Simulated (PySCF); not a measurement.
C2FCl2H3, in a box:

```xyz
8
Lattice="12.0000 0.0000 0.0000 0.0000 13.0000 0.0000 0.0000 0.0000 13.0000" Properties=species:S:1:pos:R:3 pbc="T T T"
C     5.7188    5.7610    7.4223
C     6.0517    6.6582    6.2646
F     7.3759    6.9101    6.2385
Cl    5.6198    5.8942    4.7201
Cl    5.2111    8.2171    6.4030
H     6.0157    6.2551    8.3480
H     6.2671    4.8249    7.3118
H     4.6502    5.5576    7.4436
```

Program: PySCF 2.14.0. Alike in all runs: task atomic charges; potentials or basis cc-pvdz (all-electron); no spin polarisation; cell as given; k mesh 1 × 1 × 1; smearing fixed.

**Question.** Order these runs on this cell by their band gap on the k mesh, lowest first.
A. level B3LYP+D3; exxdiv ewald
B. level HSE03+D3; exxdiv ewald
C. level PW91+D3(BJ)

**Answer.** C (6.28 eV), B (8.10 eV), A (8.32 eV).

Caveats: this is a molecule in a periodic box at the Γ point, so its band gap is the HOMO-LUMO gap; the basis of atomic orbitals isn't converged, which shifts pressures, moduli and gaps; this program's HSE differs a little from the usual definition (some runs).

Runs at the PBE level aren't shown here.
